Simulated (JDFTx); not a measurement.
Crystal: BiTe.

```
Bi Te
1.0
     0.00000    3.23500    3.23500
     3.23500    0.00000    3.23500
     3.23500    3.23500    0.00000
Bi Te
1 1
Cartesian
  0.0000 0.0000 0.0000
  3.2350 3.2350 3.2350
```

```yaml
Program: JDFTx 1.7.0 (patched build)
Task: single point
Functional: PBE
Potentials_or_basis: PseudoDojo-SR-PBE-0.4.1-standard with smoothed tails
Cutoff: 1088 eV
Density_cutoff: 8708 eV
k_mesh: 7 × 7 × 7
Occupations: fermi-dirac, width 0.05 eV
Spin: no spin polarisation
```

On this cell: pressure 1.0 GPa; largest force zero by symmetry; band gap on the k mesh none (metal or under the smearing width).

The same run follows on a disturbed copy (atoms moved at random, drawn with an rms of 0.05 Å):

```
CELL_PARAMETERS angstrom
0.00000 3.23500 3.23500
3.23500 0.00000 3.23500
3.23500 3.23500 0.00000
ATOMIC_POSITIONS crystal
Bi 0.98294 0.99120 0.02381
Te 0.49611 0.49225 0.50219
```

What does the disturbed cell give?

The energy (extrapolated to zero smearing) moves by +5.3 meV/atom; pressure 1.1 GPa; largest force 0.248 eV/Å; band gap on the k mesh none (metal or under the smearing width).

Forces in eV/Å, atoms in the order of the input:
```
Bi  -0.194 -0.078  0.133
Te   0.195  0.078 -0.133
```

Stress tensor (GPa, compression positive):
```
 1.14 -0.06  0.10
-0.06  1.06  0.04
 0.10  0.04  1.09
```

Caveats: spin-orbit coupling is left out, which moves the levels of the heavy elements; the empty levels aren't tightly converged (some runs).
